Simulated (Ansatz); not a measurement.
# C₅H₆N₂: ionisation energy by level of theory

One table from this session's results is given with a row withheld; the runs are named, their logs left out.

The runs use Ansatz 0.2.0, Gaussian basis; unrestricted cation, the program's frozen cores in correlated methods.

Levels to be run: UKS PBE-D4/def2-TZVPP; UKS r2SCAN-D4/def2-TZVPP; UKS PBE0-D4/def2-TZVPP; UKS B3LYP-D4/def2-TZVPP; UKS wB97X-V/def2-TZVPP; UKS wB97M-V/def2-TZVPP; UKS B2PLYP/def2-TZVPP; UHF-CCSD(T)/def2-TZVPP; UHF-MP2/def2-QZVPP; extrapolation to the limit; then −ε(HOMO) from the neutral's earlier runs with LDA (SPW92), PBE-D4, revPBE-D4, BLYP-D4, r2SCAN-D4, B97M-V, PBE0-D4, B3LYP-D4, r2SCANh-D4, r2SCAN0-D4, HSE06-D4, BHLYP-D4, CAM-B3LYP-D4, LC-ωPBE, ωB97X-V, ωB97M-V.

### Structure used throughout

The geometry comes from an earlier relaxation with PBE0-D4 in a triple-zeta def2 set; it is a stationary point, not always the lowest conformer.

SMILES `CC(C)(C#N)C#N`, 13 atoms, charge 0, spin multiplicity 1.

Atoms are counted from 1 here; the program's logs count them from 0.

Bond lengths: C1–C2 1.538 Å, C1–H8 1.090 Å, C1–H9 1.090 Å, C1–H10 1.089 Å, C2–C3 1.538 Å, C2–C4 1.468 Å, C2–C6 1.468 Å, C3–H11 1.090 Å, C3–H12 1.090 Å, C3–H13 1.089 Å, C4–N5 1.149 Å, C6–N7 1.149 Å. Angles: C2–C1–H8 109.3°, C2–C1–H9 109.3°, C2–C1–H10 111.0°, H8–C1–H9 109.2°, H8–C1–H10 109.0°, H9–C1–H10 109.0°, C1–C2–C3 111.2°, C1–C2–C4 109.2°, C1–C2–C6 109.2°, C3–C2–C4 109.2°, C3–C2–C6 109.2°, C4–C2–C6 108.7°, C2–C3–H11 109.3°, C2–C3–H12 109.3°, C2–C3–H13 111.0°, H11–C3–H12 109.2°, H11–C3–H13 109.0°, H12–C3–H13 109.0° and more.

The first run:

File in.yaml:

```yaml
crystal:
  periodic: [false, false, false]
  atoms:
    - {symbol: C, position_ang: [-0.885080, 0.042418, 1.085808]}
    - {symbol: C, position_ang: [0.010409, 0.228277, -0.150505]}
    - {symbol: C, position_ang: [0.839760, -1.036070, -0.430711]}
    - {symbol: C, position_ang: [-0.830950, 0.523414, -1.317334]}
    - {symbol: N, position_ang: [-1.510398, 0.711608, -2.223973]}
    - {symbol: C, position_ang: [0.916907, 1.361430, 0.074674]}
    - {symbol: N, position_ang: [1.644290, 2.224122, 0.288536]}
    - {symbol: H, position_ang: [-1.562746, -0.794784, 0.916556]}
    - {symbol: H, position_ang: [-0.260422, -0.170530, 1.953702]}
    - {symbol: H, position_ang: [-1.471015, 0.939643, 1.281518]}
    - {symbol: H, position_ang: [0.167067, -1.876408, -0.604212]}
    - {symbol: H, position_ang: [1.469376, -1.251992, 0.432855]}
    - {symbol: H, position_ang: [1.472791, -0.901128, -1.306895]}
basis:
  gaussian: {orbitals: def2-TZVPP}
total_charge: 1
magnetization: {spin_polarized: true, initial_magnetization: 1}
hamiltonian: {xc: pbe, dispersion: d4}
```

Run with:

```bash
$ ansatz run in.yaml --threads 2 --pin off --events-out ev --progress --plain --max-ram 20480MiB --backend cuda --devices 0, --max-vram 18GiB
```

Steps of the session up to this table: Cation, UKS PBE-D4/def2-TZVPP; Cation, UKS r2SCAN-D4/def2-TZVPP; Cation, UKS PBE0-D4/def2-TZVPP; Cation, UKS B3LYP-D4/def2-TZVPP; Cation, UKS wB97X-V/def2-TZVPP; Cation, UKS wB97M-V/def2-TZVPP; Cation, UKS B2PLYP (frozen core)/def2-TZVPP; Cation, UHF-CCSD(T)/def2-TZVPP; Cation, UHF-MP2/def2-QZVPP.

One table of the session follows, with a row left open; its other results are not shown here.

It belongs to the step «Ionisation energies side by side». For comparison, −ε(HOMO) of the neutral from earlier runs:

| functional | −ε(HOMO) (eV) |
| --- | --- |
| LDA (SPW92) | 8.69 |
| PBE-D4 | 8.47 |
| revPBE-D4 | 8.39 |
| BLYP-D4 | 8.33 |
| r2SCAN-D4 | 8.75 |
| B97M-V | 8.75 |
| PBE0-D4 | 9.81 |
| B3LYP-D4 | 9.57 |
| r2SCANh-D4 | 9.25 |
| r2SCAN0-D4 | 10.00 |
| HSE06-D4 | 9.40 |
| BHLYP-D4 | 11.02 |
| CAM-B3LYP-D4 | 11.24 |
| LC-ωPBE | 12.66 |
| ωB97X-V | 12.23 |
| ωB97M-V | ? |

Estimate the missing values for ωB97M-V.

**Answer.** −ε(HOMO) (eV): 12.11. In the column «−ε(HOMO) (eV)» it lies between CAM-B3LYP-D4 (11.24) and ωB97X-V (12.23).
